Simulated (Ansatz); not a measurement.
**CCSD(T)/cc-pVDZ run of CH5FGeO (SMILES [CH3][GeH]([OH])[F])**

Aim: the energy change on altering one bond length of CH5FGeO at CCSD(T)/cc-pVDZ, from 2 runs. 

Program for the calculation: Ansatz 0.2.0.

129 further runs of the same task are left out: 3 that didn't finish, 126 set aside as unsound or not needed. Runs told in other sessions of the task aren't counted.

### 1 The structure to begin with

CH5FGeO: 9 atoms, total charge 0, spin state singlet. SMILES: `[CH3][GeH]([OH])[F]`. The coordinates come from a PBE0-D4/def2-TZVP relaxation. This is one conformer, not always the lowest.

Bond lengths: C1–Ge2 1.923 Å, Ge2–O3 1.766 Å, Ge2–F4 1.745 Å, C1–H5 1.090 Å, C1–H6 1.091 Å, C1–H7 1.090 Å, Ge2–H8 1.538 Å, O3–H9 0.960 Å. Some angles: C1–Ge2–O3 107.0°, C1–Ge2–F4 108.4°, O3–Ge2–F4 106.8°, C1–Ge2–H8 118.4°, O3–Ge2–H8 111.2°, F4–Ge2–H8 104.4°, Ge2–C1–H5 108.9°, Ge2–C1–H6 110.1°, Ge2–C1–H7 110.2°, Ge2–O3–H9 113.6°.

### 2 The energy at CCSD(T)/cc-pVDZ

File in.yaml:

```yaml
crystal:
  periodic: [false, false, false]
  atoms:
    - {symbol: C, position_ang: [-0.669000, 0.976900, -0.584200]}
    - {symbol: Ge, position_ang: [0.088300, -0.643700, 0.121500]}
    - {symbol: O, position_ang: [1.270000, -0.170700, 1.345500]}
    - {symbol: F, position_ang: [0.974400, -1.438600, -1.153800]}
    - {symbol: H, position_ang: [0.138900, 1.624900, -0.924600]}
    - {symbol: H, position_ang: [-1.237900, 1.493500, 0.189700]}
    - {symbol: H, position_ang: [-1.327100, 0.751300, -1.423500]}
    - {symbol: H, position_ang: [-0.865500, -1.725100, 0.656800]}
    - {symbol: H, position_ang: [1.716500, -0.914700, 1.755500]}
basis:
  gaussian:
    orbitals: cc-pVDZ
correlation:
  method: ccsd_t
  frozen_orbitals: {C: 1, F: 1, Ge: 9, H: 0, O: 1}
accuracy: high
scf:
  omitted_lower_state_checks: [cluster_reference, increment]
```

Launch:

```sh
$ ansatz run in.yaml --threads 1 --pin off --max-ram 3480MiB --events-out events.jsonl --progress --plain --runs-dir runs
```

Output:

```text
Warning: RAYON_NUM_THREADS=1 ignored (pool sized by the plan → 1); use --threads N
Functional definition: HF
  name "HF"
  exchange = exact_x
  correlation = 0
these checks for a lower state are left out or cut short: cluster_reference, increment
2150 factors; integrals over basis functions are off by at most 4.4e-9 eV
mean field evaluation 1: about -62323.7607 eV, gradient 4.3e1 eV
mean field evaluation 2: about -62323.8174 eV, gradient 4.3e1 eV
mean field evaluation 4: about -62327.4936 eV, gradient 2.9e0 eV
mean field evaluation 8: about -62327.5298 eV, gradient 2.1e-1 eV
mean field evaluation 16: about -62327.5300 eV, gradient 6.7e-9 eV
mean field -62327.52997618 eV, -2290.4944795073 hartree, gradient 6.7e-9 eV, S^2 0.000000; 0 other end points of the search recorded, 0 dependent functions left out
12 core orbitals not correlated: weight in the atoms' cores, before any rotation towards them, 1.000 or more for the frozen orbitals, at most 0.000 for the correlated occupied ones
reference -62327.52997618 eV, -2290.4944795073 hartree; 18, 18 occupied and 64, 64 virtual orbitals, 2150 factors
second order -17.39016087 eV of doubles, -0.00000000 eV of singles
cycle   1  -17.74181103 eV  change   -3.5e-1 eV  update   9.6e-2
cycle   2  -18.15895577 eV  change   -4.2e-1 eV  update   2.8e-2
cycle   3  -18.27383912 eV  change   -1.1e-1 eV  update   1.5e-2
cycle   4  -18.27010935 eV  change    3.7e-3 eV  update   3.1e-3
cycle   5  -18.26895759 eV  change    1.2e-3 eV  update   1.2e-3
cycle   6  -18.26929321 eV  change   -3.4e-4 eV  update   3.8e-4
cycle   7  -18.26915608 eV  change    1.4e-4 eV  update   1.3e-4
cycle   8  -18.26910140 eV  change    5.5e-5 eV  update   4.0e-5
cycle   9  -18.26910666 eV  change   -5.3e-6 eV  update   1.4e-5
cycle  10  -18.26910887 eV  change   -2.2e-6 eV  update   4.8e-6
cycle  11  -18.26910636 eV  change    2.5e-6 eV  update   1.6e-6
cycle  12  -18.26910798 eV  change   -1.6e-6 eV  update   5.9e-7
cycle  13  -18.26910848 eV  change   -5.0e-7 eV  update   2.1e-7
cycle  14  -18.26910871 eV  change   -2.4e-7 eV  update   9.0e-8
cycle  15  -18.26910877 eV  change   -5.6e-8 eV  update   4.2e-8
cycle  16  -18.26910878 eV  change   -8.4e-9 eV  update   2.6e-8
cycle  17  -18.26910875 eV  change    2.8e-8 eV  update   1.1e-7
cycle  18  -18.26910876 eV  change   -1.3e-8 eV  update   2.5e-8
cycle  19  -18.26910876 eV  change   7.9e-10 eV  update   7.3e-9
cycle  20  -18.26910876 eV  change    1.2e-9 eV  update   2.7e-9
perturbative correction -0.40690659 eV, -0.0149535416 hartree
Total energy: -62346.20599153 eV, -2291.1808104126 hartree
Checks for a lower state left out: cluster_reference, increment
```

Run time: 68 s. Hardware: 1 thread of Arm Neoverse N1, shared host; peak memory 0.62 GiB.

### 3 The distorted shape, same level

File input.yaml:

```yaml
crystal:
  periodic: [false, false, false]
  atoms:
    - {symbol: C, position_ang: [-1.377892, 1.612831, 0.436057]}
    - {symbol: Ge, position_ang: [-0.620592, -0.007769, 1.141757]}
    - {symbol: O, position_ang: [0.561108, 0.465231, 2.365757]}
    - {symbol: F, position_ang: [0.974400, -1.438600, -1.153800]}
    - {symbol: H, position_ang: [-0.569992, 2.260831, 0.095657]}
    - {symbol: H, position_ang: [-1.946792, 2.129431, 1.209957]}
    - {symbol: H, position_ang: [-2.035992, 1.387231, -0.403243]}
    - {symbol: H, position_ang: [-1.574392, -1.089169, 1.677057]}
    - {symbol: H, position_ang: [1.007608, -0.278769, 2.775757]}
basis:
  gaussian: {orbitals: cc-pVDZ}
correlation: {method: ccsd_t, frozen_orbitals: {C: 1, F: 1, Ge: 9, H: 0, O: 1}}
accuracy: high
scf: {omitted_lower_state_checks: [cluster_reference, increment]}
```

Launch:

```sh
$ ansatz run input.yaml --threads 1 --pin off --max-ram 3480MiB --events-out events.jsonl --progress --plain --runs-dir runs
```

Output:

```text
Warning: RAYON_NUM_THREADS=1 ignored (pool sized by the plan → 1); use --threads N
[... 12 lines left out ...]
12 core orbitals not correlated: weight in the atoms' cores, before any rotation towards them, 1.000 or more for the frozen orbitals, at most 0.000 for the correlated occupied ones
[... 38 lines left out ...]
Total energy: -62341.69403217 eV, -2291.0149989645 hartree
Checks for a lower state left out: cluster_reference, increment
```

Wall time 95 s (1 thread of Arm Neoverse N1, shared host); peak memory 0.6 GiB.

### 4 What came out

Level: CCSD(T)/cc-pVDZ, 12 core orbitals frozen.

| quantity | value |
| --- | --- |
| first shape: total energy | -2291.18081 Eh |
| first shape: correlation energy (12 core orbitals frozen) | -686.3 mEh |
| first shape: (T) correction | -14.95 mEh |
| first shape: T1 diagnostic | 0.010 |
| distorted shape: total energy | -2291.01500 Eh |
| distorted shape: correlation energy (12 core orbitals frozen) | -715.1 mEh |
| distorted shape: (T) correction | -26.80 mEh |
| distorted shape: T1 diagnostic | 0.041 |
| energy change with the Ge2–F4 bond stretched from 1.745 to 3.140 Å | 4.512 eV |

**Reading.** One bond (distorted shape) is far stretched, which a spin-restricted single reference describes badly; perturbation theory on it can break down and give far too much correlation. With the Ge2–F4 bond stretched from 1.745 to 3.140 Å the energy rises by 4.51 eV (435 kJ/mol). The first shape isn't relaxed at this level, so the change isn't measured from a minimum. A restricted reference can't describe the breaking bond well at this length. The triples (first shape) make up 2.2 % of the correlation energy. The T1 diagnostic (distorted shape) of 0.041 is above the customary mark for such species, so a single reference may not serve. The restricted solution (distorted shape) is unstable to spin breaking: an unrestricted one lies lower. The triples (distorted shape) make up 3.7 % of the correlation energy.
